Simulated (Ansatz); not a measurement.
# C2H2AlBr: up Jacob's ladder to CCSD(T)

The task here is to estimate one member of a computed series from the others.

Computed with Ansatz 0.2.0, Gaussian basis. Level: functionals in def2-TZVPP, the program's frozen cores in correlated methods.

The runs, in order: LDA (SPW92), PBE-D4, revPBE-D4, BLYP-D4, r2SCAN-D4, B97M-V, PBE0-D4, B3LYP-D4, r2SCANh-D4, r2SCAN0-D4, HSE06-D4, BHLYP-D4, CAM-B3LYP-D4, LC-ωPBE, ωB97X-V, ωB97M-V, B2PLYP, PBE-QIDH; CCSD(T)/def2-SVP; CCSD(T)/def2-TZVPP; MP2/def2-QZVPP; extrapolation to the limit; RPA on PBE.

**The geometry**

The geometry comes from an earlier relaxation with PBE0-D4 in a triple-zeta def2 set; it is a stationary point.

6 atoms, charge 0, spin multiplicity 1.

Atoms are counted from 1 here; the program's logs count them from 0.

Bond lengths: Br1–C2 1.889 Å, C2–C3 1.355 Å, C2–Al4 1.856 Å, C3–Al4 1.867 Å, C3–H5 1.087 Å, Al4–H6 1.568 Å. Angles: Br1–C2–C3 128.0°, Br1–C2–Al4 163.0°, C3–C2–Al4 69.1°, C2–C3–Al4 68.2°, C2–C3–H5 129.6°, Al4–C3–H5 162.2°, C2–Al4–C3 42.7°, C2–Al4–H6 158.7°, C3–Al4–H6 158.6°.

The first run:

Contents of in.yaml:

```yaml
crystal:
  periodic: [false, false, false]
  atoms:
    - {symbol: Br, position_ang: [-0.872027, -2.454249, -0.322667]}
    - {symbol: C, position_ang: [-0.361218, -0.645956, -0.133136]}
    - {symbol: C, position_ang: [0.842638, -0.155216, 0.249776]}
    - {symbol: Al, position_ang: [-0.379727, 1.209776, -0.107124]}
    - {symbol: H, position_ang: [1.751403, -0.685153, 0.523111]}
    - {symbol: H, position_ang: [-0.939068, 2.666799, -0.256261]}
basis:
  gaussian: {orbitals: def2-TZVPP}
hamiltonian: {xc: lda}
output: {orbitals: {seedname: orbitals}}
```

The run is started by

```sh
$ ansatz run in.yaml --threads 2 --pin off --events-out ev --progress --plain --max-ram 4352MiB
```

Steps of the session up to this table: LDA; PBE-D4 (GGA); revPBE-D4 (GGA); BLYP-D4 (GGA); r2SCAN-D4 (meta-GGA); B97M-V (meta-GGA); B3LYP-D4 (hybrid); r2SCANh-D4 (hybrid); r2SCAN0-D4 (hybrid); HSE06-D4 (hybrid); BHLYP-D4 (hybrid); CAM-B3LYP-D4 (range-separated); LC-ωPBE (range-separated); ωB97X-V (range-separated); ωB97M-V (range-separated); B2PLYP (double hybrid); PBE-QIDH (double hybrid).

One table of the session follows, with a row left open; its other results are not shown here.

| functional | HOMO (eV) | gap (eV) |
| --- | --- | --- |
| LDA (SPW92) | -5.96 | 3.86 |
| PBE-D4 | -5.83 | 3.95 |
| revPBE-D4 | -5.78 | 4.00 |
| BLYP-D4 | -5.68 | 3.92 |
| r2SCAN-D4 | -6.06 | 4.56 |
| B97M-V | -6.13 | 4.44 |
| PBE0-D4 | -6.96 | 5.84 |
| B3LYP-D4 | -6.75 | 5.42 |
| r2SCANh-D4 | -6.48 | 5.23 |
| r2SCAN0-D4 | -7.11 | 6.22 |
| HSE06-D4 | -6.57 | 5.08 |
| BHLYP-D4 | -7.99 | 7.62 |
| CAM-B3LYP-D4 | ? | ? |
| LC-ωPBE | -9.51 | 10.36 |
| ωB97X-V | -9.19 | 9.94 |
| ωB97M-V | -9.04 | 9.50 |

Estimate the missing values for CAM-B3LYP-D4.

**Answer.** HOMO (eV): -8.23; gap (eV): 8.01. In the column «HOMO (eV)» it lies between ωB97M-V (-9.04) and BHLYP-D4 (-7.99).

Caveats from the session: All levels share the lack of spin-orbit coupling, which lowers the free heavy atoms and so the true binding.
